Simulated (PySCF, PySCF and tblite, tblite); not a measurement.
# C4H8N2O2Si: a path driven as a shift of bonds, and NMR exchange

An exercise on one series of results from a longer session: the logs are not shown, and one member is left open.

Computed with tblite 0.8.0 (tight binding) and PySCF 2.14.0 (DFT, with response routines of our own); each step states its level. Atoms count from 0 throughout.

### The starting structure

17 atoms, charge 0, multiplicity 1; geometry from: force field or distance geometry start.

Bonds of the start (Å): C2–H12 1.10, C2–H13 1.10, C2–O3 1.45, C4–C5 1.40, C4–C8 1.37, C5–H14 1.08, C5–N6 1.33, C8–H16 1.08, N6–N7 1.34, N7–C8 1.37, N7–H15 1.02, O1–C2 1.41, O3–C4 1.36, Si0–H10 1.47, Si0–H11 1.49, Si0–H9 1.48, Si0–O1 1.66.

The first run:

Job settings and geometry (Å):

```
{"job": {"xc": "GFN2-xTB", "basis": "xTB", "kind": "relax"}, "charge": 0, "multiplicity": 1}
Si     2.738100     0.819900     0.403900
O      1.630700    -0.399600     0.635200
C      1.144300    -1.096500    -0.490500
O      0.192700    -0.341800    -1.278700
C     -1.002600    -0.164100    -0.661900
C     -1.482800    -0.441000     0.624900
N     -2.756300    -0.076200     0.775100
N     -3.074300     0.450000    -0.413100
C     -2.054200     0.413900    -1.320100
H      3.256200     1.268900     1.719100
H      3.845200     0.308500    -0.425500
H      2.076000     1.957000    -0.285900
H      0.677300    -2.034100    -0.147300
H      1.961500    -1.390500    -1.162100
H     -0.963000    -0.875200     1.469600
H     -4.023400     0.806100    -0.532800
H     -2.172300     0.806700    -2.319600
```

On the command line:

```
OMP_NUM_THREADS=1 python ens_run.py task.json out
```

One launch serves the whole session.

Among the steps run: GFN2-xTB relaxation, start minimum; Relaxed scan, to the middle; Relaxed scan, from the middle, back; Relaxed scan, from the middle, on; Nudged elastic band, leg 1; Saddle search, leg 1; DFT refinement, start: B3LYP-D3(BJ)/def2-SVP; DFT refinement, end: B3LYP-D3(BJ)/def2-SVP; Shieldings, start: PBE0/pcSseg-1 in benzene; Shieldings, saddle of leg 1: PBE0/pcSseg-1 in benzene; Shieldings, end: PBE0/pcSseg-1 in benzene; Barriers, rates and exchange; Shieldings, start: PBE/pcSseg-1 in benzene; Single-point energy, saddle of leg 1: PBE/pcSseg-1 in benzene; Shieldings, end: PBE/pcSseg-1 in benzene; Second level: PBE/pcSseg-1 + D3(BJ), IEF-PCM benzene.

One of the session's tables, all rows but one given; the rest of the session is left out.

It belongs to the step «Second level: PBE/pcSseg-1 + D3(BJ), IEF-PCM benzene». Barriers by level (kcal/mol; entropies in cal/(mol K)). Zero-point and thermal terms come from xTB in every row. ΔG‡ leaves symmetry out; the rate counts one path; effective ΔG‡, where given, is the barrier that would give that rate by Eyring's equation alone:

```
                                  level    ΔE‡  with zero-point    ΔH‡  ΔG‡ (298 K)  ΔE of reaction
                               GFN2-xTB      ?                ?      ?            ?               ?
                  B3LYP-D3(BJ)/def2-SVP  49.84            45.92  45.84        45.95           -0.39
PBE0/pcSseg-1 + D3(BJ), IEF-PCM benzene  49.40            45.47  45.40        45.51           -0.33
 PBE/pcSseg-1 + D3(BJ), IEF-PCM benzene  45.37            41.44  41.36        41.47           -0.30
```

Q: Estimate the row for GFN2-xTB from the others.

As computed: ΔE‡: 44.57; with zero-point: 40.65; ΔH‡: 40.57; ΔG‡ (298 K): 40.68; ΔE of reaction: -0.42. In the column «ΔE‡» it is the lowest.

Caveats from the session: The moving atom is hydrogen and the barrier is narrow, so tunnelling, which is left out, should speed the exchange.
